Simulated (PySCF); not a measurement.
# SnF: from the state search to spectroscopic constants

An exercise on one series of results from a longer session: the logs are not shown, and one member is left open.

The runs use PySCF 2.14.0; Sn def2-TZVPP with ECP28, F def2-TZVPP, scalar-relativistic core potentials.

Set-up of the first run:

Settings of the job:

```yaml
atoms: Sn, F
charge: 0
basis: Sn def2-TZVPP with ECP28, F def2-TZVPP
Hamiltonian: scalar-relativistic core potentials
basis_functions: 81
electrons_treated: 31
masses_in_u: 119.9022, 18.9984
levels: PBE0, PBE, r²SCAN, B97-3, BP86, M06-L, B2PLYP, CAM-B3LYP, HF, MP2, SCS-MP2, CCSD, CCSD(T)
grid: 80 radial by 434 angular points
occupations: held fixed by the projection of orbital angular momentum
dissociation_limit: Sn + F, each in its ground configuration
starting_distance_in_angstrom: 1.965
values_of_2S_to_try: 1, 3
```

Command:

```sh
OMP_NUM_THREADS=1 python dia.py task.json out
```

Among the steps run: Set-up; The PBE0 curve of the state that the search chose; Other states along the same grid; PBE; r²SCAN (meta-GGA); B97-3 (global hybrid GGA); BP86; M06-L (meta-GGA); B2PLYP; CAM-B3LYP; UHF; MP2 and coupled cluster.

One of the session's tables, all rows but one given; the rest of the session is left out.

```
      level  Re (Å)  ωe (cm⁻¹)  De (eV)
        UHF   1.925        612     3.04
    UHF-MP2   1.944        591     5.01
UHF-SCS-MP2   1.948        586     4.86
   UHF-CCSD       ?          ?        ?
UHF-CCSD(T)   1.943        593     4.76
        PBE   1.974        550     5.26
       BP86   1.974        550     5.24
     r²SCAN   1.949        580     5.02
      M06-L   1.965        562     5.16
       PBE0   1.947        581     4.86
      B97-3   1.960        565     4.93
  CAM-B3LYP   1.948        584     5.06
     B2PLYP   1.955        575     4.97
```

**Question.** Estimate the row for UHF-CCSD.

As computed: Re (Å): 1.938; ωe (cm⁻¹): 599; De (eV): 4.60. In the column «Re (Å)» it lies between UHF (1.925) and UHF-CCSD(T) (1.943).
